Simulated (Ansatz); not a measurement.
**One shape, several levels: BCl2F (dichlorofluoroborane)**

Wanted: a comparison of 6 runs (HSE06/STO-3G, PBE/STO-3G, PBE0/STO-3G, SVWN5/STO-3G, CCSD(T)/STO-3G, UCCSD(T)/STO-3G) of BCl2F (dichlorofluoroborane). 

The calculation is run with Ansatz 0.2.0.

67 further runs of the same task are left out: 4 that didn't finish, 63 set aside as unsound or not needed.

## 1. The molecule

BCl2F: 4 atoms, total charge 0, spin state singlet. SMILES: `FB(Cl)Cl`. The B2–F1 distance was set to 3.276 Å, away from the relaxed value. At this shape a bond of the SMILES string is far longer than usual.

Bond lengths: B2–Cl3 1.739 Å, B2–Cl4 1.739 Å. Angles: Cl3–B2–Cl4 121.5°.

## 2. A single-point energy at HSE06/STO-3G (run 1)

in.yaml

```yaml
crystal:
  periodic: [false, false, false]
  atoms:
    - {symbol: F, position_ang: [0.274064, -2.792426, -1.871943]}
    - {symbol: B, position_ang: [0.007910, -0.080610, -0.054040]}
    - {symbol: Cl, position_ang: [-1.549540, 0.373780, 0.571420]}
    - {symbol: Cl, position_ang: [1.427260, 0.872140, 0.263810]}
basis:
  gaussian:
    orbitals: STO-3G
hamiltonian:
  xc: {name: HSE06}
accuracy: high
```

Command:

```bash
$ ansatz run in.yaml --threads 1 --pin off --max-ram 3480MiB --events-out events.jsonl --progress --plain --runs-dir runs
```

Output:

```text
Warning: RAYON_NUM_THREADS=1 ignored (pool sized by the plan → 1); use --threads N
Functional definition: HSE06
  name "HSE06"
  parameter a = 0.25
  parameter omega = 0.11/bohr
  exchange = pbe_x - a*pbe_x_sr(omega) + a*exact_x_sr(omega)
  correlation = pbe_c
487 factors; integrals over basis functions are off by at most 2.2e-8 eV
69 factors; integrals over basis functions are off by at most 8.3e-10 eV
mean field evaluation 1: about -28087.3151 eV, gradient 2.9e1 eV
mean field evaluation 2: about -27723.8242 eV, gradient 5.7e1 eV
mean field evaluation 4: about -27732.5461 eV, gradient 4.3e1 eV
mean field evaluation 8: about -28089.6841 eV, gradient 1.8e1 eV
mean field evaluation 16: about -28100.9871 eV, gradient 2.2e-4 eV
mean field evaluation 32: about -28100.3599 eV, gradient 1.1e1 eV
mean field -28100.98712561 eV, -1032.6922293331 hartree, gradient 2.6e-8 eV, S^2 0.000000; 4 other end points of the search recorded, 0 dependent functions left out
reference -28100.98712718 eV, -1032.6922293907 hartree; 24, 24 occupied and 4, 4 virtual orbitals, 487 factors
Total energy: -28100.98712718 eV, -1032.6922293907 hartree
```

It took 2.5 s on 1 thread of Arm Neoverse V1, shared host; peak memory 0.11 GiB.

## 3. A single-point energy at PBE/STO-3G (run 2)

in.yaml: that of step 2 with these lines changed.

```diff
@@ -11,3 +11,3 @@
 hamiltonian:
-  xc: {name: HSE06}
+  xc: pbe
 accuracy: high
```

Command:

```bash
$ ansatz run in.yaml --threads 1 --pin off --max-ram 3480MiB --events-out events.jsonl --progress --plain --runs-dir runs
```

Output:

```text
Warning: RAYON_NUM_THREADS=1 ignored (pool sized by the plan → 1); use --threads N
Functional definition: PBE
  name "PBE"
  parameter kappa = 0.804
  parameter beta = 0.06672455060314922
  exchange = pbe_x(kappa = kappa, mu = beta*pi^2/3)
  correlation = pbe_c(beta = beta)
487 factors; integrals over basis functions are off by at most 2.2e-8 eV
mean field evaluation 1: about -28083.5047 eV, gradient 3.1e1 eV
mean field evaluation 2: about -27717.6330 eV, gradient 6.0e1 eV
mean field evaluation 4: about -27966.3303 eV, gradient 3.9e1 eV
mean field evaluation 8: about -28085.1959 eV, gradient 1.8e1 eV
mean field evaluation 16: about -28098.0235 eV, gradient 1.6e-1 eV
mean field evaluation 32: about -28093.5386 eV, gradient 2.9e1 eV
mean field -28098.02391062 eV, -1032.5833331906 hartree, gradient 2.6e-9 eV, S^2 0.000000; 4 other end points of the search recorded, 0 dependent functions left out
reference -28098.02391219 eV, -1032.5833332483 hartree; 24, 24 occupied and 4, 4 virtual orbitals, 487 factors
Total energy: -28098.02391219 eV, -1032.5833332483 hartree
```

Wall time 2.4 s (1 thread of Arm Neoverse V1, shared host); peak memory 0.1 GiB.

Runs 3 to 5 aren't shown in full; the table further down has their settings and results.

## 4. The energy at UCCSD(T)/STO-3G (run 6)

run.yaml

```yaml
crystal:
  periodic: [false, false, false]
  atoms:
    - symbol: F
      position_ang: [0.274064, -2.792426, -1.871943]
    - symbol: B
      position_ang: [0.007910, -0.080610, -0.054040]
    - symbol: Cl
      position_ang: [-1.549540, 0.373780, 0.571420]
    - symbol: Cl
      position_ang: [1.427260, 0.872140, 0.263810]
basis:
  gaussian: {orbitals: STO-3G}
magnetization: {spin_polarized: true, initial_magnetization: 0}
correlation: {method: ccsd_t, frozen_orbitals: {B: 1, Cl: 5, F: 1}}
accuracy: high
scf: {omitted_lower_state_checks: [cluster_reference, increment]}
```

Command:

```bash
$ ansatz run run.yaml --threads 1 --pin off --max-ram 3480MiB --events-out events.jsonl --progress --plain --runs-dir runs
```

Output, cut to the lines that bear on the results:

```text
Warning: RAYON_NUM_THREADS=1 ignored (pool sized by the plan → 1); use --threads N
Functional definition: HF
  name "HF"
[...]
487 factors; integrals over basis functions are off by at most 2.2e-8 eV
[...]
mean field -28069.07181575 eV, -1031.5193633288 hartree, gradient 1.7e-8 eV, S^2 1.003808; 14 other end points of the search recorded, 0 dependent functions left out
12 core orbitals not correlated: weight in the atoms' cores, before any rotation towards them, 1.000 or more for the frozen orbitals, at most 0.000 for the correlated occupied ones
reference -28069.07181575 eV, -1031.5193633288 hartree; 12, 12 occupied and 4, 4 virtual orbitals, 487 factors
second order -1.10734040 eV of doubles, -0.00000000 eV of singles
cycle   1  -1.23599402 eV  change   -1.3e-1 eV  update   6.3e-2
[...]
cycle  28  -1.38597063 eV  change  -2.5e-10 eV  update   2.7e-9
perturbative correction -0.07418451 eV, -0.0027262304 hartree
Total energy: -28070.53197090 eV, -1031.5730230405 hartree
Checks for a lower state left out: cluster_reference, increment
```

Wall time 3 s (1 thread of Arm Neoverse V1, shared host); peak memory 0.11 GiB.

## 5. The series

```
run            level  frozen core orbitals   energy (Eh)  wall time
  1     HSE06/STO-3G                     –  -1032.692229      2.5 s
  2       PBE/STO-3G                     –  -1032.583333      2.4 s
  3      PBE0/STO-3G                     –  -1032.710498      2.1 s
  4     SVWN5/STO-3G                     –  -1029.128944      1.7 s
  5   CCSD(T)/STO-3G                    12  -1031.577430     0.54 s
  6  UCCSD(T)/STO-3G                    12  -1031.573023        3 s
```

## 6. Outcome

| quantity | value |
| --- | --- |
| run 6: total energy | -1031.57302 Eh |
| run 6: correlation energy (12 core orbitals frozen) | -53.7 mEh |
| run 6: (T) correction | -2.73 mEh |
| run 6: ⟨S²⟩ of the reference determinant | 1.004 |
| run 6: T1 diagnostic | 0.012 |

Totals of different functionals can't be ranked against each other. In run 5 the log says that unrestricted orbitals would lower the reference, so the values rest on an unstable closed-shell determinant (other closed-shell runs at this shape may share the fault). In runs 1, 2, 3, 4, 5, 6 the basis is minimal, so the values are rough. Spin contamination of the reference: run 6 ⟨S²⟩ = 1.00. Where it is this large, the reference is a mixture of spin states, and values that rest on it are in doubt. All runs together took 12 s, the longest 3 s.
